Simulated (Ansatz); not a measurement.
# Br2Cl2Zr: the cost of one run

Computed with Ansatz 0.2.0, Gaussian basis. Level: the settings change from run to run.

### Step 1. The molecule

The geometry comes from an earlier relaxation with PBE0-D4 in a triple-zeta def2 set; it is a stationary point. Zr takes a core potential in def2 sets; no spin-orbit term is included.

SMILES `[Cl][Zr]([Cl])([Br])[Br]`, 5 atoms, charge 0, spin multiplicity 1.

Atoms are counted from 1 here; the program's logs count them from 0.

Bond lengths: Cl1–Zr2 2.313 Å, Zr2–Cl3 2.313 Å, Zr2–Br4 2.470 Å, Zr2–Br5 2.470 Å. Angles: Cl1–Zr2–Cl3 109.4°, Cl1–Zr2–Br4 109.5°, Cl1–Zr2–Br5 109.5°, Cl3–Zr2–Br4 109.5°, Cl3–Zr2–Br5 109.5°, Br4–Zr2–Br5 109.6°.

Geometry (Å):

```csv
atom,x (Å),y (Å),z (Å)
Cl1,-0.5962,-0.3284,2.2229
Zr2,0.0273,-0.0338,0.0151
Cl3,1.9778,-1.2076,-0.3937
Br4,-1.7636,-0.8717,-1.4651
Br5,0.4046,2.3678,-0.4206
```

### Step 2. MP2/def2-mTZVPP

Options: coordinates scaled by 1.05.

Contents of in.yaml:

```yaml
crystal:
  periodic: [false, false, false]
  atoms:
    - {symbol: Cl, position_ang: [-0.625976, -0.344806, 2.334010]}
    - {symbol: Zr, position_ang: [0.028616, -0.035542, 0.015890]}
    - {symbol: Cl, position_ang: [2.076703, -1.267976, -0.413364]}
    - {symbol: Br, position_ang: [-1.851803, -0.915251, -1.538339]}
    - {symbol: Br, position_ang: [0.424855, 2.486190, -0.441667]}
basis:
  gaussian: {orbitals: def2-mTZVPP}
hamiltonian: {xc: {name: HF}}
correlation: {method: mp2}
```

Run with:

```console
$ ansatz run in.yaml --threads 4 --pin off --events-out ev --progress --plain --max-ram 11315MiB
```

What time and memory should one allow on 4 threads of Arm Neoverse V2, shared host?

About 3.3 s, with a peak of 0.53 GiB.
